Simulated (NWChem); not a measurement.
**CH4InOS (SMILES C[O][In][SH]) at 3 levels**

Aim: a comparison of 3 runs (UHF/STO-3G, UHF/3-21G, UTPSSh/3-21G) of CH4InOS. 

The results are computed with NWChem 7.3.0.

### Step 1. The system as given

CH4InOS: 8 atoms, total charge 0, spin state doublet. SMILES: `C[O][In][SH]`. The coordinates come from a PBE0-D4/def2-TZVP relaxation. This is one conformer, not always the lowest.

Bond lengths: C1–O2 1.397 Å, O2–In3 2.010 Å, In3–S4 2.432 Å, C1–H5 1.098 Å, C1–H6 1.098 Å, C1–H7 1.097 Å, S4–H8 1.347 Å. Angles: C1–O2–In3 128.3°, O2–In3–S4 109.3°, O2–C1–H5 112.8°, O2–C1–H6 112.8°, O2–C1–H7 108.3°, In3–S4–H8 89.3°, H5–C1–H6 107.9°, H5–C1–H7 107.3°, H6–C1–H7 107.3°.

### Step 2. Energy and gradient at UHF/STO-3G (run 1)

sp.xyz

```xyz
8

C      0.651400     1.405000    -0.081000
O      0.251900     0.071100     0.034900
In    -1.591200    -0.701300    -0.183100
S     -1.500000    -3.105900     0.168200
H      0.469700     1.819100    -1.081600
H      0.162100     2.061600     0.650700
H      1.731100     1.458000     0.103300
H     -0.175100    -3.007600     0.388600
```

sp.nw

```
START sp
memory 2200 mb
charge 0

GEOMETRY noautosym nocenter noautoz
   load sp.xyz
END

BASIS spherical bse
   * library STO-3G
END

SCF
   doublet
   uhf
   thresh 1e-08
   maxiter 80
   print low
END

TASK scf gradient
```

Run with:

```sh
nwchem sp.nw > sp.out
```

Standard output:

```text
[...]
  functions       =    50
[...]
  wavefunction    = UHF
[...]
         Total SCF energy =  -6189.640353843927
      One electron energy =  -9438.338330852293
      Two electron energy =   2817.118490132318
 Nuclear repulsion energy =    431.579486876049
                       Sz =      0.5000
                 Sz(Sz+1) =      0.7500
                      S^2 =      0.7597
[...]
                         UHF ENERGY GRADIENTS
    atom               coordinates                        gradient
                 x          y          z           x          y          z
   1 C       1.230968   2.655065  -0.153068    0.004974  -0.005336   0.001520
   2 O       0.476022   0.134360   0.065951    0.038504   0.043898   0.000691
   3 In     -3.006932  -1.325265  -0.346009   -0.035488   0.004568  -0.006902
   4 S      -2.834589  -5.869300   0.317852   -0.015344  -0.036433   0.002366
   5 H       0.887604   3.437601  -2.043928   -0.001014  -0.004853  -0.000875
   6 H       0.306325   3.895859   1.229645   -0.001530  -0.004455   0.001808
   7 H       3.271305   2.755220   0.195209   -0.000946  -0.004314   0.000440
   8 H      -0.330891  -5.683540   0.734348    0.010844   0.006924   0.000951
 Task  times  cpu:       12.3s     wall:       12.3s
 Total times  cpu:       12.3s     wall:       12.3s
```

Run time: 13 s. Hardware: 1 thread of Intel Xeon Platinum 8559C (Emerald Rapids), shared host; peak memory 0.1 GiB.

### Step 3. Energy and forces at UHF/3-21G (run 2)

sp.nw

```
start sp
title "CH4InOS hf"
memory stack 880 mb heap 220 mb global 1100 mb

geometry units angstrom noautosym nocenter noautoz
C      0.651400     1.405000    -0.081000
O      0.251900     0.071100     0.034900
In    -1.591200    -0.701300    -0.183100
S     -1.500000    -3.105900     0.168200
H      0.469700     1.819100    -1.081600
H      0.162100     2.061600     0.650700
H      1.731100     1.458000     0.103300
H     -0.175100    -3.007600     0.388600
end

basis "ao basis" spherical bse
C library 3-21G
O library 3-21G
In library 3-21G
S library 3-21G
H library 3-21G
end

scf
nopen 1
uhf
thresh 1e-08
maxiter 80
end

task scf gradient
```

Run with:

```sh
nwchem sp.nw > sp.out
```

Standard output:

```text
[...]
  functions       =    70
[...]
  wavefunction    = UHF
[...]
         Total SCF energy =  -6224.753093982071
      One electron energy =  -9458.152668289496
      Two electron energy =   2801.820087431377
 Nuclear repulsion energy =    431.579486876048
                       Sz =      0.5000
                 Sz(Sz+1) =      0.7500
                      S^2 =      0.7583
[...]
                         UHF ENERGY GRADIENTS
    atom               coordinates                        gradient
                 x          y          z           x          y          z
   1 C       1.230968   2.655065  -0.153068   -0.014976  -0.019830   0.000046
   2 O       0.476022   0.134360   0.065951    0.031648   0.027432   0.001778
   3 In     -3.006932  -1.325265  -0.346009   -0.015311  -0.024213   0.000670
   4 S      -2.834589  -5.869300   0.317852    0.001384   0.009845  -0.001128
   5 H       0.887604   3.437601  -2.043928   -0.001042   0.000324  -0.005854
   6 H       0.306325   3.895859   1.229645   -0.002980   0.001839   0.004894
   7 H       3.271305   2.755220   0.195209    0.008006  -0.003083   0.001855
   8 H      -0.330891  -5.683540   0.734348   -0.006728   0.007686  -0.002260
[...]
```

It took 15 s on 1 thread of Intel Xeon Platinum 8559C (Emerald Rapids), shared host; peak memory 0.1 GiB.

### Step 4. Energy and gradient at UTPSSh/3-21G (run 3)

job.nw

```
start job
memory stack 880 mb heap 220 mb global 1100 mb

geometry units angstrom noautosym nocenter noautoz
C        0.651400       1.405000      -0.081000
O        0.251900       0.071100       0.034900
In      -1.591200      -0.701300      -0.183100
S       -1.500000      -3.105900       0.168200
H        0.469700       1.819100      -1.081600
H        0.162100       2.061600       0.650700
H        1.731100       1.458000       0.103300
H       -0.175100      -3.007600       0.388600
end

basis spherical bse
* library 3-21G
end

dft
xc xctpssh
mult 2
grid xfine
convergence energy 1e-08
iterations 100
mulliken
noprint "final vectors analysis"
end

task dft gradient
```

Run with:

```sh
nwchem job.nw > job.out
```

Standard output:

```text
[...]
          Wavefunction type:  spin polarized.
          No. of atoms     :     8
          No. of electrons :    83
[...]
          Charge           :     0
          Spin multiplicity:     2
[...]
          AO basis - number of functions:    70
[...]
              XC Information
              --------------
                  TPSS hybrid Method XC Functional
                     Hartree-Fock (Exact) Exchange  0.100
                  TPSS metaGGA Exchange Functional  0.900
             TPSS03 metaGGA Correlation Functional  1.000
[...]
 d= 0,ls=0.0,diis     1  -6228.1949643642 -6.66D+03  2.10D-02  1.97D-01     3.7
[...]
 d= 0,ls=0.0,diis    12  -6228.3116910918 -7.28D-09  6.14D-07  1.57D-09    43.0
[...]
         Total DFT energy =    -6228.311691091764
      One electron energy =    -9460.194938408622
           Coulomb energy =     2997.438201331462
    Exchange-Corr. energy =     -197.134440890652
 Nuclear repulsion energy =      431.579486876048
[...]
      Total Density - Mulliken Population Analysis
     ---------------------------------------------
    Atom       Charge   Shell Charges
 -----------   ------   -------------------------------------------------------
    1 C    6     6.30   1.99  0.38  1.62  1.02  1.29
    2 O    8     8.58   1.98  0.43  2.10  1.48  2.59
    3 In  49    48.31   2.00  2.00  6.00  2.00  5.99  2.00  5.94  0.91  0.82  0.45  0.23 10.00  9.98
    4 S   16    16.45   2.00  1.96  5.87  1.03  2.45  1.00  2.15
    5 H    1     0.82   0.49  0.33
    6 H    1     0.82   0.49  0.33
    7 H    1     0.79   0.48  0.31
    8 H    1     0.92   0.45  0.47
[...]
      <S2> =      0.7533 (Exact =     0.7500)
[...]
  wavefunction    = open shell
[...]
```

It took 54 s on 1 thread of Intel Xeon Platinum 8559C (Emerald Rapids), shared host; peak memory 0.14 GiB.

### Step 5. All runs side by side

```
run         level  iteration cap  module   energy (Eh)   ⟨S²⟩  largest force (eV/Å)  wall time
  1    UHF/STO-3G             80     scf  -6189.640354  0.760                 3.003       13 s
  2     UHF/3-21G             80     scf  -6224.753094  0.758                 2.156       15 s
  3  UTPSSh/3-21G            100     dft  -6228.311691  0.753                 2.141       54 s
```

### Step 6. Summary of results

```
                       quantity           value
            run 3: total energy  -6228.31169 Eh
           run 3: dipole moment          3.47 D
                    run 3: ⟨S²⟩           0.753
run 3: largest force on an atom      2.141 eV/Å
```

In words: In run 1 the basis is minimal, so the values are rough. In runs 1, 2, 3 relativity is left out where basis or elements ask for it. All runs together took 82 s, the longest 54 s.
